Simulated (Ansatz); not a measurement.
Crystal: Ge2Sb2Te5.

```
CELL_PARAMETERS angstrom
6.83914 -3.06601 0.00000
6.83914 3.06601 0.00000
-6.83098 0.00000 6.84761
ATOMIC_POSITIONS crystal
Te 0.59470 0.59470 0.38643
Te 0.79529 0.79529 0.19611
Te 0.00832 0.00832 0.00643
Te 0.20652 0.20652 0.80980
Te 0.39996 0.39996 0.59712
Sb 0.90171 0.90171 0.58787
Sb 0.11187 0.11187 0.41735
Ge 0.28429 0.28429 0.18783
Ge 0.49734 0.49734 0.01104
```

The cell comes from a database or a generator and needn't be the stable form of this composition.

* Program: Ansatz 0.2.0
* Task: relaxation of cell and atoms
* Functional: revPBE
* Dispersion: D3(BJ)
* Potentials or basis: Ansatz PAW
* Cutoff: 420 eV (not typed: the program's choice for these potentials)
* k mesh: 5 × 5 × 4
* Occupations: fermi-dirac, width 0.05 eV
* Spin: no spin polarisation

At the start: volume 31.91 Å³/atom.

Problem. How do energy, volume and symmetry change on relaxing?

Solution. It ends after 11 steps and the volume is 30.82 Å³/atom (-3.4 %); space group Cm (No. 8, to 0.05 Å).

Step by step:
```csv
step,energy change (eV),largest force (eV/Å),volume (Å³)
1,0.0000,0.4369,287.17
2,-0.1801,0.2537,273.06
3,-0.2044,0.0791,273.48
4,-0.2144,0.0858,276.10
5,-0.2181,0.0523,276.87
6,-0.2225,0.0759,277.16
7,-0.2284,0.0606,277.20
8,-0.2300,0.0203,277.14
9,-0.2302,0.0154,277.48
10,-0.2303,0.0049,277.35
11,-0.2287,0.0048,277.35
```

Final structure:
```
CELL_PARAMETERS angstrom
6.77239 -3.05136 -0.03784
6.77239 3.05136 -0.03784
-6.80219 0.00000 6.74855
ATOMIC_POSITIONS crystal
Te 0.61013 0.61013 0.41824
Te 0.80364 0.80364 0.18528
Te 0.99142 0.99142 0.99050
Te 0.20744 0.20744 0.80196
Te 0.41815 0.41815 0.60721
Sb 0.89081 0.89081 0.56819
Sb 0.11780 0.11780 0.42251
Ge 0.26953 0.26953 0.18777
Ge 0.49108 0.49108 0.01833
```

Caveat: the plane-wave basis is chosen anew once the cell has moved, so the energies of steps on either side of that aren't comparable; the PAW data sets come from PBE, with cores solved anew for the run's functional, which leaves a small shift of forces and pressure.
